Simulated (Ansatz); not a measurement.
# NaSe+ (triplet): wave-function methods side by side at distance Se1–Na2 = 7.864 Å, cc-pVTZ

An exercise on one series of results from a longer session: the logs are not shown, and one member is left open.

The runs use Ansatz 0.2.0, Gaussian basis; cc-pVTZ, core rule «outside noble gas», up to 19 orbitals frozen.

To be run: UHF; CCSD(T) on ROHF; CCSD(T) on UHF; BCCD(T) on ROHF; CCSDT(Q) on ROHF; CCSDT(Q) on UHF.

32 further runs of the same task are left out: 23 for a known fault of the program, 7 that didn't finish, 2 set aside as unsound or not needed.

## What is computed

The geometry derives from a PBE0/def2-TZVP stationary point (not a proven minimum). One bond is set to the value named and the two fragments are kept rigid. No spin-orbit coupling is included. The filled d shell of Se may be among the frozen orbitals whatever the setting's name suggests; the logs give the count.

2 atoms, charge 1, spin multiplicity 3.

Atoms are counted from 1 here; the program's logs count them from 0.

No contacts short enough for the rule that draws bonds.

The first run:

in.yaml reads:

```yaml
crystal:
  periodic: [false, false, false]
  atoms:
    - {symbol: Se, position_ang: [0.000000, 0.000000, 0.000000]}
    - {symbol: Na, position_ang: [0.000000, 0.000000, 7.864000]}
basis:
  gaussian: {orbitals: cc-pVTZ}
total_charge: 1
magnetization: {spin_polarized: true, initial_magnetization: 2}
hamiltonian: {xc: hf}
output: {orbitals: {seedname: orbitals}}
```

Started as:

```sh
$ ansatz run in.yaml --threads 1 --pin off --events-out ev --progress --plain --max-ram 2393MiB
```

Among the steps run: UHF; CCSD(T) on ROHF; CCSD(T) on UHF; BCCD(T) on ROHF; CCSDT(Q) on ROHF; CCSDT(Q) on UHF.

One table of the session follows, with a row left open; its other results are not shown here.

It belongs to the step «Misses and costs». 

| method | from UCCSDT(Q) (meV) |
| --- | --- |
| ROHF | +3485.3 |
| UHF | +3346.0 |
| RMP2 | +617.1 |
| UMP2 | +637.4 |
| RCCSD | +129.9 |
| UCCSD | +117.2 |
| RCCSD(T) | +27.4 |
| UCCSD(T) | +18.8 |
| BCCD(T) | +27.4 |
| RCCSDT | +11.1 |
| UCCSDT | +2.2 |
| RCCSDT(Q) | ? |
| UCCSDT(Q) | 0 |

Q: Estimate the row for RCCSDT(Q) from the others.

As computed: from UCCSDT(Q) (meV): +8.7. In the column «from UCCSDT(Q) (meV)» it lies between UCCSDT (+2.2) and RCCSDT (+11.1).

Limits of these values: Restricted and unrestricted rows rest on different reference determinants; where their highest levels disagree by more than a few hundredths of an eV, they describe different states and don't form one ladder.
